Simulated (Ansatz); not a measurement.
**ZnBr2: small, medium and large basis sets**

An exercise on one series of results from a longer session: the logs are not shown, and one member is left open.

Program: Ansatz 0.2.0, Gaussian basis. Level of theory: one geometry, several basis sets. These are calculated values, not measurements.

Levels to be run: PBE0-D4/def2-SVP; ωB97M-V/def2-SVP; PBE0-D4/def2-QZVPP; ωB97M-V/def2-QZVPP; the functionals' def2-TZVPP values are taken from earlier runs.

2 further runs of the same task are left out: 2 that didn't finish.

## Structure used throughout

All runs share one geometry, relaxed beforehand with PBE0-D4 in a triple-zeta def2 set.

3 atoms, charge 0, spin multiplicity 1.

Atoms are counted from 1 here; the program's logs count them from 0.

Bond lengths: Br1–Zn2 2.225 Å, Zn2–Br3 2.225 Å. Angles: Br1–Zn2–Br3 179.9°.

Set-up of the first run:

Input file in.yaml:

```yaml
crystal:
  periodic: [false, false, false]
  atoms:
    - {symbol: Br, position_ang: [0.976286, 1.836945, 0.727021]}
    - {symbol: Zn, position_ang: [-0.005017, -0.020647, -0.005051]}
    - {symbol: Br, position_ang: [-0.982270, -1.881098, -0.735270]}
basis:
  gaussian: {orbitals: def2-SVP}
hamiltonian: {xc: pbe0, dispersion: d4}
output: {orbitals: {seedname: orbitals}}
```

Command:

```console
ansatz run in.yaml --threads 2 --pin off --events-out ev --progress --plain --max-ram 32768MiB --backend cpu
```

Steps of the session up to this table: PBE0-D4 in def2-SVP; ωB97M-V in def2-SVP; PBE0-D4 in def2-QZVPP; ωB97M-V in def2-QZVPP.

One table of the session follows, with a row left open; its other results are not shown here.

It belongs to the step «Functionals by basis». 

| functional | basis | HOMO (eV) | LUMO (eV) |
| --- | --- | --- | --- |
| PBE0-D4 | def2-SVP | -8.35 | -1.60 |
| PBE0-D4 | def2-TZVPP | -8.58 | -1.78 |
| PBE0-D4 | def2-QZVPP | ? | ? |
| ωB97M-V | def2-SVP | -10.51 | 0.14 |
| ωB97M-V | def2-TZVPP | -10.78 | 0.01 |
| ωB97M-V | def2-QZVPP | -10.79 | -0.15 |

**Question.** Estimate the row for PBE0-D4, def2-QZVPP.

**Answer.** HOMO (eV): -8.59; LUMO (eV): -1.80. In the column «HOMO (eV)» it lies between ωB97M-V, def2-SVP (-10.51) and PBE0-D4, def2-TZVPP (-8.58).
